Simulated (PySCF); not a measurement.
# C4H7OPSi: the cost of one run

Programs: PySCF 2.14.0, with density-fitted response routines of our own. Each step states its level of theory. These are calculated values for one molecule in the gas phase, unless marked as measured. Atoms are numbered from 0 throughout.

## Step 1: The starting structure

14 atoms, charge 0, multiplicity 1; geometry from: GFN2-xTB.

Bonds of the start (Å): C0–C1 1.49, C1–O2 1.34, O2–C3 1.35, C3–Si4 1.88, C3–C5 1.36, C5–P6 1.76, P6–C1 1.72, C0–H7 1.09, C0–H8 1.09, C0–H9 1.09, Si4–H10 1.47, Si4–H11 1.46, Si4–H12 1.46, C5–H13 1.07.

## Step 2: Excited states and response: CAM-B3LYP/def2-SVPD

What the job is given:

```
{"job": {"kind": "uv", "xc": "CAM-B3LYP", "basis": "def2-SVPD", "nstates": 8, "ntriplets": 3}, "charge": 0, "multiplicity": 1}
C      2.654088    -0.353024     0.145304
C      1.331670     0.312649    -0.025409
O      0.247829    -0.467372     0.093340
C     -0.899153     0.216343    -0.077704
Si    -2.479394    -0.786690     0.086062
C     -0.709738     1.541529    -0.331201
P      1.000569     1.966873    -0.361139
H      2.796524    -1.118121    -0.618659
H      2.712497    -0.839131     1.119707
H      3.449096     0.382926     0.064332
H     -2.784195    -0.981415     1.505943
H     -3.546779    -0.031993    -0.568182
H     -2.260459    -2.079002    -0.562882
H     -1.513234     2.235956    -0.491678
```

Level: TDDFT CAM-B3LYP/def2-SVPD, vertical, gas phase, core orbitals frozen in the response.

Run with:

```bash
> OMP_NUM_THREADS=1 python probes_run.py task.json out
```

This one command runs all jobs of the session in turn.

**Question.** How long does this job take on 1 thread of Arm Neoverse V2, shared host, and how much memory does it need?

About 41 s, with a peak of 0.95 GiB.
